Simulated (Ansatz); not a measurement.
# C: the cost of one run

Method: DFT LDA, scalar-relativistic, plane waves, PAW, in Ansatz 0.2.0.

1 further run of the same task is left out (it didn't finish).

### Step 1. The system as given

The structure is orthorhombic, space group Fmmm (No. 69). Conventional cell: a = 2.456 Å, b = 4.254 Å, c = 6.696 Å, α = 90.00°, β = 90.00°, γ = 90.00°. Around C (site symmetry m2m) lie 3 C at 1.42 Å.

Coordinates:

```
C
1.0
     0.00000    2.12700    3.34800
     1.22800    0.00000    3.34800
     1.22800    2.12700    0.00000
C
2
Cartesian
  1.2280 0.7090 3.3480
  1.2280 3.5450 3.3480
```

The cell is taken as given, not relaxed at this level.

### Step 2. The scan: an axial (c/a) deformation path

At fixed volume and fractional coordinates, lengths along (0.000, 0.000, 1.000) are scaled against those across it; ρ is that ratio over its starting value.

### Step 3. ρ = 0.850

input.yaml

```yaml
crystal:
  lattice:
    - [0.0, 2.2454041173, 3.0042176949]
    - [1.2963593117, 0.0, 3.0042176949]
    - [1.2963593117, 2.2454041173, 0.0]
  atoms:
    - { symbol: C, position: [0.16667, 0.83333, 0.16667] }
    - { symbol: C, position: [0.83333, 0.16667, 0.83333] }
basis:
  ecutwfc: 420
kpoints:
  mp_grid: { grid: [14, 14, 14] }
hamiltonian:
  xc: lda
scf:
  occupations: { method: gaussian, width: 0.05 }
output:
  forces: true
  stress: true
  eigenvalues: true
```

Command:

```console
$ ansatz run input.yaml --threads 1 --pin off --max-ram 1228MiB --backend cpu --events-out ev --progress --plain --runs-dir out
```

Q: Estimate wall time and peak memory on 1 thread of Arm Neoverse N1, shared host.

About 7.6 s, with a peak of 0.34 GiB.
